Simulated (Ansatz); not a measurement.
**Nudged elastic band run: Mg$_{9}$O$_{8}$**

Input file:

```yaml
crystal:
  lattice:
    - [0.0, 4.31, 4.31]
    - [4.31, 0.0, 4.31]
    - [4.31, 4.31, 0.0]
  atoms:
    - { symbol: Mg, position: [0.0020219, 0.0013849, 0.01592512] }
    - { symbol: O, position: [0.27760753, 0.27707132, 0.24476019] }
    - { symbol: Mg, position: [-0.05508739, -0.05599729, 0.44426381] }
    - { symbol: O, position: [0.24995382, 0.24879859, 0.74914406] }
    - { symbol: Mg, position: [0.00833072, 0.50549644, 0.00578182] }
    - { symbol: O, position: [0.26230901, 0.738608, 0.23887792] }
    - { symbol: Mg, position: [0.00202819, 0.51565016, 0.50169754] }
    - { symbol: O, position: [0.27762957, 0.74453683, 0.77732785] }
    - { symbol: Mg, position: [0.50605142, 0.00755628, 0.00591855] }
    - { symbol: O, position: [0.73935691, 0.26166975, 0.23899503] }
    - { symbol: Mg, position: [0.5163747, 0.0015518, 0.50183261] }
    - { symbol: O, position: [0.74527926, 0.27690427, 0.7771253] }
    - { symbol: Mg, position: [0.50770249, 0.50691556, 0.0071746] }
    - { symbol: O, position: [0.75853026, 0.75758407, 0.25792608] }
    - { symbol: Mg, position: [0.50606723, 0.50566679, 0.5077967] }
    - { symbol: O, position: [0.73933529, 0.73873683, 0.76191241] }
    - { symbol: Mg, position: [0.0836506, 0.08271768, 0.58296299] }
basis:
  ecutwfc: 420.0
kpoints:
  mp_grid: { grid: [2, 2, 2] }
hamiltonian:
  xc: lda
  pseudopotentials: { kind: paw, azcp: { folder: soft_1 } }
scf:
  occupations: { method: fermi_dirac, width: 0.02 }
  lower_state_search: "off"
neb:
  images: 5
  f_tol: 0.05
  initial_path: idpp
  max_iterations: 80
  spring: 10.0
  final_atoms:
    - { symbol: Mg, position: [0.05949042, 0.05952056, 0.05943492] }
    - { symbol: O, position: [0.24037165, 0.24021462, 0.24045324] }
    - { symbol: Mg, position: [-0.00507762, -0.0051907, 0.4893406] }
    - { symbol: O, position: [0.26175437, 0.26155705, 0.73595468] }
    - { symbol: Mg, position: [-0.00494694, 0.48921705, -0.00491484] }
    - { symbol: O, position: [0.26168087, 0.73584817, 0.26160718] }
    - { symbol: Mg, position: [-0.00747461, 0.49314439, 0.49351148] }
    - { symbol: O, position: [0.25265775, 0.7229842, 0.72341852] }
    - { symbol: Mg, position: [0.48933407, -0.00515049, -0.00501496] }
    - { symbol: O, position: [0.73593951, 0.26156004, 0.2617079] }
    - { symbol: Mg, position: [0.49333274, -0.00752627, 0.49346717] }
    - { symbol: O, position: [0.72310196, 0.25246763, 0.72334031] }
    - { symbol: Mg, position: [0.49334195, 0.49312331, -0.0074103] }
    - { symbol: O, position: [0.72334989, 0.72314472, 0.25271588] }
    - { symbol: Mg, position: [0.49282117, 0.49271478, 0.49281355] }
    - { symbol: O, position: [0.74801113, 0.74786673, 0.74803919] }
    - { symbol: Mg, position: [-0.07897484, -0.07901679, 0.9209394] }
  order_check: true
```

Launched with:

```bash
$ ansatz run input.yaml --threads 1 --pin off --max-ram 3072MiB --backend cpu --events-out ev --progress --plain --runs-dir out
```

Output, in part (warnings, iteration lines):

```
NEB end point (image 0): max|allowed force component| = 1.702e-2 eV/Å (the criterion of neb.relax_end_points is 1.000e-2)
NEB end point (image 6): max|allowed force component| = 1.859e-2 eV/Å (the criterion of neb.relax_end_points is 1.000e-2)
NEB iter   1: max|band force component| = 4.611e0 eV/Å  barrier→ = 1.9554 eV  barrier← = 1.9557 eV  Δτ_max = 0.0497 Å  (59 SCF iters)
NEB iter   2: max|band force component| = 2.510e0 eV/Å  barrier→ = 1.3202 eV  barrier← = 1.3205 eV  Δτ_max = 0.0946 Å  (37 SCF iters)
NEB iter   3: max|band force component| = 5.971e-1 eV/Å  barrier→ = 0.9152 eV  barrier← = 0.9155 eV  Δτ_max = 0.0794 Å  (35 SCF iters)
NEB iter   4: max|band force component| = 5.577e-1 eV/Å  barrier→ = 0.8136 eV  barrier← = 0.8139 eV  Δτ_max = 0.1961 Å  (32 SCF iters)
NEB iter   5: max|band force component| = 5.907e-1 eV/Å  barrier→ = 0.7820 eV  barrier← = 0.7823 eV  Δτ_max = 0.0840 Å  (34 SCF iters)
NEB iter   6: max|band force component| = 2.159e-1 eV/Å  barrier→ = 0.7299 eV  barrier← = 0.7302 eV  CI = image 3  Δτ_max = 0.0368 Å  (31 SCF iters)
NEB iter   7: max|band force component| = 1.801e-1 eV/Å  barrier→ = 0.7271 eV  barrier← = 0.7273 eV  CI = image 3  Δτ_max = 0.0312 Å  (30 SCF iters)
NEB iter   8: max|band force component| = 1.240e-1 eV/Å  barrier→ = 0.7174 eV  barrier← = 0.7177 eV  CI = image 3  Δτ_max = 0.0721 Å  (30 SCF iters)
[... lines left out ...]
```

It converged. The band force fell under the threshold earlier too, but the program's further tests of the path sent the band on. The profile has 3 maxima (images 1, 3, 5) with wells between them (images 2, 4): this band takes more than one step, which may be the mechanism or a detour left from its start path. By the program's own check the climbing image is of a kind that is not told: the force calls were inconclusive, a negative curvature could not be distinguished from the path's own, the only one lies far off the path, or fixed occupations may fill a level only in part (lowest curvatures found: -0.90 and 0.40 eV/Å²). Limits of this set-up: coarse k mesh, PAW files made for another functional.

Final band (atoms are numbered from 1 in the order of the input):

```csv
image,path coordinate (Å),energy (eV),Mg1–O8 (Å),Mg1–O12 (Å),Mg1–O14 (Å)
0,0.00,0.000,2.14,2.14,2.10
1,0.83,0.106,2.09,2.08,2.25
2,1.66,0.089,2.20,2.18,2.45
3,2.50,0.248,2.25,2.06,2.36
4,3.48,0.096,2.10,2.15,2.49
5,4.47,0.173,2.49,2.47,2.55
6,5.45,0.000,3.03,3.03,3.03
```

Time of the run: 18 min on 1 thread of Arm Neoverse V2, with other jobs on the host, peak memory 0.67 GiB.
